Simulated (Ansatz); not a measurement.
CsLiCr2Te2S3:

```
CELL_PARAMETERS angstrom
3.42162 -5.18069 0.00784
3.42162 5.18069 0.00784
-2.90411 0.00000 7.43093
ATOMIC_POSITIONS crystal
Cs 0.09374 0.09374 0.00853
Li 0.58875 0.58875 0.55336
Cr 0.05646 0.46755 0.55790
Cr 0.46755 0.05646 0.55790
Te 0.56486 0.87357 0.29035
Te 0.87357 0.56486 0.29035
S 0.81151 0.39697 0.73347
S 0.39697 0.81151 0.73347
S 0.21404 0.21404 0.48371
```

The cell was built by a generator and needn't be a form met in nature.

Base run:

* Program: Ansatz 0.2.0
* Functional: revPBE
* Potentials or basis: Ansatz PAW
* Cutoff: 420 eV (not typed: the program's choice for these potentials)
* k mesh: 5 × 5 × 4
* Occupations: fermi-dirac, width 0.05 eV
* Spin: collinear spin, ferromagnetic start
* Starting moments: [0.0, 0.0, 3.0, 3.0, 0.0, 0.0, 0.0, 0.0, 0.0] μB

Its results: band gap on the k mesh none (metal or under the smearing width); pressure 1.3 GPa; net moment 4.01 μB per cell; site moments Cs -0.00; Li +0.00; Cr +2.06; Te -0.15; S -0.07, -0.06 μB; largest force 0.131 eV/Å.

Q: The run is repeated on the same cell with these changes: functional from revPBE to RPBE. What comes out?

A: Band gap on the k mesh none (metal or under the smearing width); pressure 1.7 GPa; net moment 4.01 μB per cell; site moments Cs -0.00; Li +0.00; Cr +2.07; Te -0.15; S -0.07, -0.06 μB; largest force 0.182 eV/Å.

Caveats: spin-orbit coupling is left out, which moves the levels of the heavy elements; only a ferromagnetic start was run, and an antiferromagnetic order may lie lower in energy; the PAW data sets come from PBE, with cores solved anew for the run's functional, which leaves a small shift of forces and pressure.
